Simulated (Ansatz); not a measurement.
**C2H4BN (SMILES CB=C=N): a rigid scan of the bond length C1–B2**

An exercise on one series of results from a longer session: the logs are not shown, and one member is left open.

The runs use Ansatz 0.2.0, Gaussian basis; single points in def2-TZVPP.

Levels: PBE-D4, r2SCAN-D4, PBE0-D4, B3LYP-D4, wB97M-V, Hartree-Fock, MP2, CCSD, CCSD(T). The scan takes 1.308, 1.353, 1.418, 1.495, 1.580, 1.671, 1.768, 1.870, 1.977 Å.

Correlated methods freeze the cores. B3LYP uses VWN-RPA correlation.

19 further runs of the same task are left out: 19 set aside as unsound or not needed.

### The system as given

The minimum, relaxed at PBE0-D4: SMILES `CB=C=N`, 8 atoms, charge 0, spin multiplicity 1.

Atoms are counted from 1 here; the program's logs count them from 0.

Bond lengths: C1–B2 1.521 Å, C1–H5 1.093 Å, C1–H6 1.093 Å, C1–H7 1.101 Å, B2–C3 1.381 Å, C3–N4 1.242 Å, N4–H8 1.028 Å. Angles: B2–C1–H5 114.4°, B2–C1–H6 114.2°, B2–C1–H7 105.0°, H5–C1–H6 109.9°, H5–C1–H7 106.3°, H6–C1–H7 106.3°, C1–B2–C3 177.1°, B2–C3–N4 173.8°, C3–N4–H8 112.8°.

Geometry (Å):

```xyz
8

C     0.7448    1.1451    0.6266
B     0.0949   -0.0760   -0.0055
C    -0.5570   -1.1651   -0.5503
N    -1.0566   -2.2206   -0.9725
H     0.6663    2.0571    0.0301
H     1.7809    0.9910    0.9370
H     0.1705    1.3282    1.5478
H    -1.8437   -2.0597   -1.6132
```

Energies of the minimum (eV), from earlier single points: PBE-D4 -4298.72975, r2SCAN-D4 -4301.68795, PBE0-D4 -4298.97955, B3LYP-D4 -4304.84087, wB97M-V -4302.42577, CCSD(T) -4294.69213.

At the minimum the bond length C1–B2 is 1.521 Å.

The first run:

ccsdt-tzvpp/in.yaml

```yaml
crystal:
  periodic: [false, false, false]
  atoms:
    - {symbol: C, position_ang: [0.744771, 1.145090, 0.626563]}
    - {symbol: B, position_ang: [0.185819, 0.094882, 0.082964]}
    - {symbol: C, position_ang: [-0.466055, -0.994197, -0.461833]}
    - {symbol: N, position_ang: [-0.965599, -2.049673, -0.884028]}
    - {symbol: H, position_ang: [0.666350, 2.057080, 0.030093]}
    - {symbol: H, position_ang: [1.780857, 0.990985, 0.937039]}
    - {symbol: H, position_ang: [0.170453, 1.328242, 1.547767]}
    - {symbol: H, position_ang: [-1.752747, -1.888787, -1.524708]}
basis:
  gaussian: {orbitals: def2-TZVPP}
correlation: {method: ccsd_t}
```

The command line of these runs was not kept.

Steps of the session up to this table: C1–B2 = 1.308 Å; C1–B2 = 1.353 Å; C1–B2 = 1.418 Å; C1–B2 = 1.495 Å; C1–B2 = 1.580 Å; C1–B2 = 1.671 Å; C1–B2 = 1.768 Å; C1–B2 = 1.870 Å; C1–B2 = 1.977 Å.

One of the session's tables, all rows but one given; the rest of the session is left out.

Energies less that of the minimum at the same level (meV):

```
bond length (Å)  PBE-D4  PBE0-D4  B3LYP-D4  wB97M-V  Hartree-Fock
          1.308     934      926       926      953          1088
          1.353       ?        ?         ?        ?             ?
          1.418     185      177       181      190           240
          1.495      12       10        11       13            23
1.521 (minimum)       0        0         0        0             0
          1.580      38       45        40       38            20
          1.671     229      251       237      236           202
          1.768     548      590       562      566           529
          1.870     953     1019       973      990           961
          1.977    1409     1505      1436     1476          1464
```

Estimate the missing values for bond length (Å) = 1.353.

Worked estimate for «PBE-D4». A straight line through the neighbours (1.308, 934) and (1.418, 185) gives 934 + (185 − 934) × (1.353 − 1.308) / (1.418 − 1.308) = 628; a parabola fitted to 3 rows on both sides gives 556.

The run gave: PBE-D4: 539; PBE0-D4: 530; B3LYP-D4: 533; wB97M-V: 551; Hartree-Fock: 647. In «PBE-D4» the line misses by +89 and the parabola by +17.
